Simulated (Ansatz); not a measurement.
Crystal: GeW.

```
CELL_PARAMETERS angstrom
0.00000 2.57761 2.57761
2.57761 0.00000 2.57761
2.57761 2.57761 0.00000
ATOMIC_POSITIONS crystal
Ge 0.50000 0.50000 0.50000
W 0.00000 0.00000 0.00000
```

The cell was built by a generator and needn't be a form met in nature.

```yaml
Program: Ansatz 0.2.0
Task: relaxation of cell and atoms
Functional: PBE
Dispersion: D3(BJ)
Potentials_or_basis: Ansatz PAW
Cutoff: "420 eV (not typed: the program's choice for these potentials)"
k_mesh: 9 × 9 × 9
Occupations: fermi-dirac, width 0.05 eV
Spin: no spin polarisation
```

At the start: volume 17.13 Å³/atom.

Problem. Where does the relaxation end?

Solution. It ends after 5 steps and the volume is 16.67 Å³/atom (-2.6 %); space group Fm-3m (No. 225, to 0.05 Å).

The path:
| step | energy change (eV) | largest force (eV/Å) | volume (Å³) |
| --- | --- | --- | --- |
| 1 | 0.0000 | 0.0000 | 34.25 |
| 2 | -0.0066 | 0.0000 | 32.70 |
| 3 | -0.0137 | 0.0000 | 33.37 |
| 4 | -0.0138 | 0.0000 | 33.34 |
| 5 | -0.0135 | 0.0000 | 33.34 |

Final structure:
```
Ge W
1.0
     0.00000    2.55465    2.55465
     2.55465    0.00000    2.55465
     2.55465    2.55465    0.00000
Ge W
1 1
Direct
  0.50000 0.50000 0.50000
  0.00000 0.00000 0.00000
```

Caveat: the plane-wave basis is chosen anew once the cell has moved, so the energies of steps on either side of that aren't comparable; pairwise dispersion overbinds metals, which lowers pressure and volume.
